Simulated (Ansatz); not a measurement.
Run this with the Python package of Ansatz (0.2.0) and show what comes out.

Script `energy_ch5fosi2.py`:
```python
import json

import ansatz as az
from ase import Atoms


def main() -> None:
    atoms = Atoms(["F", "C", "O", "Si", "Si", "H", "H", "H", "H", "H"], positions=[
        [1.1008, -1.061, 1.4885],
        [0.0555, -0.1436, 1.1964],
        [-1.1335, -0.764, 0.5356],
        [-0.4718, -0.728, -1.0328],
        [0.4732, 1.0525, -0.2769],
        [-0.2548, 0.4308, 2.0869],
        [0.3124, -1.9325, -1.3158],
        [-1.629, -0.5078, -1.9865],
        [1.9334, 1.2641, -0.4873],
        [-0.3031, 2.3384, -0.2052],
    ])
    geometry = az.Crystal.molecule_from_ase(atoms)

    calc = (
        geometry.calculation()
        .basis(gaussian="6-31G*")
        .functional("r2SCAN", dispersion="d3bj")
    )
    result = calc.run()
    summary = result.report

    for key in ("converged", "free_energy_ev", "reference_energy_ev", "n_frozen", "n_occupied", "n_virtual"):
        print(f"{key:22s} {summary[key]}")

    state = summary["mean_field"]["state"]
    print(f"mean field: {state['energy']['hartree']:.7f} Ha, <S^2> = {abs(state['spin_squared']):.4f}, stability: {state.get('stability', {}).get('kind')}")
    with open("ch5fosi2.json", "w") as handle:
        json.dump({k: summary[k] for k in ("free_energy_ev", "reference_energy_ev", "n_occupied", "n_virtual")}, handle, indent=1)


if __name__ == "__main__":
    main()
```

Running `python energy_ch5fosi2.py` prints:
```text
DeckWarning: the engine holds no damping parameters fitted to this dispersion correction and functional, so the run takes those fitted to r2scan beside the three-body term, which d3bj leaves out (hamiltonian.dispersion, under Limitations)
converged              True
free_energy_ev         -21631.36556904952
reference_energy_ev    -21631.30224912284
n_frozen               0
n_occupied             [28, 28]
n_virtual              [65, 65]
mean field: -794.9356954 Ha, <S^2> = 0.0000, stability: minimum
```
(Warnings from the package without file and line.)

File `ch5fosi2.json` afterwards:
```json
{
 "free_energy_ev": -21631.36556904952,
 "reference_energy_ev": -21631.30224912284,
 "n_occupied": [
  28,
  28
 ],
 "n_virtual": [
  65,
  65
 ]
}
```

Caveats:
- Total energies depend on the basis set; only differences at equal settings carry meaning.
- The geometry is a force-field or estimated start, not a minimum of this method, and the basis set is short of its limit.
- Total less reference energy is the dispersion correction.
- A dispersion term here runs with damping parameters fitted for another variant or functional.
- The whole script took 6.7 s on 1 thread of Arm Neoverse V1 (shared host), peak memory 0.22 GiB.

(Lines on the test bed's own set-up are left out of the output.)
